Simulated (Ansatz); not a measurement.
**CH₂Se+ (quartet): the correlation ladder, cc-pVDZ**

Aim: climb from Hartree-Fock through coupled cluster and multireference methods for CH₂Se+ (quartet) at one geometry and basis, and see what each rung misses.

The runs use Ansatz 0.2.0, Gaussian basis; cc-pVDZ, core rule «outside noble gas», up to 15 orbitals frozen.

The runs, in order: UHF; CCSD(T) on ROHF; CCSD(T) on UHF; BCCD(T) on ROHF; CISD; CCSDT(Q) on ROHF; CCSDT(Q) on UHF; CASSCF and MRCISD+Q, 11 electrons in 10 orbitals; CASSCF and MRCISD+Q(relaxed), 11 electrons in 10 orbitals; CASSCF and NEVPT2, 11 electrons in 10 orbitals.

29 further runs of the same task are left out: 13 that didn't finish, 16 set aside as unsound or not needed.

## Step 1: The system

The geometry is a PBE0/def2-TZVP stationary point (not a proven minimum) of the parent state, kept for this charge and spin. No spin-orbit coupling is included. The filled d shell of Se may be among the frozen orbitals whatever the setting's name suggests; the logs give the count.

4 atoms, charge 1, spin multiplicity 4.

Atoms are counted from 1 here; the program's logs count them from 0.

Bond lengths: C1–Se2 1.825 Å, C1–H3 1.086 Å, Se2–H4 1.481 Å. Angles: Se2–C1–H3 130.4°, C1–Se2–H4 97.5°.

## Step 2: UHF

File in.yaml:

```yaml
crystal:
  periodic: [false, false, false]
  atoms:
    - {symbol: C, position_ang: [-0.138178, 0.063138, 1.556475]}
    - {symbol: Se, position_ang: [0.012399, -0.027633, -0.259811]}
    - {symbol: H, position_ang: [0.619602, -0.016251, 2.330305]}
    - {symbol: H, position_ang: [0.055644, 1.428588, -0.524289]}
basis:
  gaussian: {orbitals: cc-pVDZ}
total_charge: 1
magnetization: {spin_polarized: true, initial_magnetization: 3}
hamiltonian: {xc: hf}
output: {orbitals: {seedname: orbitals}}
```

The run is started by

```sh
> ansatz run in.yaml --threads 1 --pin off --events-out ev --progress --plain --max-ram 2393MiB
```

After this run come: CCSD(T) on ROHF; CCSD(T) on UHF; BCCD(T) on ROHF; CISD; CCSDT(Q) on ROHF; CCSDT(Q) on UHF; CASSCF and MRCISD+Q, 11 electrons in 10 orbitals; CASSCF and MRCISD+Q(relaxed), 11 electrons in 10 orbitals; CASSCF and NEVPT2, 11 electrons in 10 orbitals.

**Question.** What will the summary of the whole plan be? Wanted: UCCSDT(Q) below the RHF energy; RMP2 from UCCSDT(Q); UMP2 from UCCSDT(Q); RCCSD from UCCSDT(Q); RCCSD(T) from UCCSDT(Q); UCCSD(T) from UCCSDT(Q); RCCSDT(Q) from UCCSDT(Q); NEVPT2 valence from UCCSDT(Q); MRCISD+Q valence from UCCSDT(Q).

**Answer**, as computed:

| quantity | value |
| --- | --- |
| UCCSDT(Q) below the RHF energy | -6.0374 eV |
| RMP2 from UCCSDT(Q) | +1100.6 meV |
| UMP2 from UCCSDT(Q) | +1114.6 meV |
| RCCSD from UCCSDT(Q) | +178.7 meV |
| RCCSD(T) from UCCSDT(Q) | +36.7 meV |
| UCCSD(T) from UCCSDT(Q) | +33.4 meV |
| RCCSDT(Q) from UCCSDT(Q) | +4.0 meV |
| NEVPT2 valence from UCCSDT(Q) | +928.8 meV |
| MRCISD+Q valence from UCCSDT(Q) | +24.2 meV |
| MRCISD+Q(relaxed) valence from UCCSDT(Q) | -8.3 meV |
| levels within 1 kcal/mol (43 meV) | RCCSD(T), UCCSD(T), BCCD(T), RCCSDT, UCCSDT, RCCSDT(Q), MRCISD+Q valence, MRCISD+Q(relaxed) valence |
| T1 diagnostic | 0.020 |
| effectively unpaired electrons | 3.02 |

**Reading.** RCCSD(T) lands +36.7 meV from the yardstick (0.6 % of the correlation energy). One determinant dominates. Of the multireference levels listed MRCISD+Q(relaxed) valence comes nearest in total energy (-8.3 meV), which doesn't show that its space is the better one. These misses are within one basis, not against nature; the frozen cores of restricted and unrestricted runs differ, which can shift their rows.
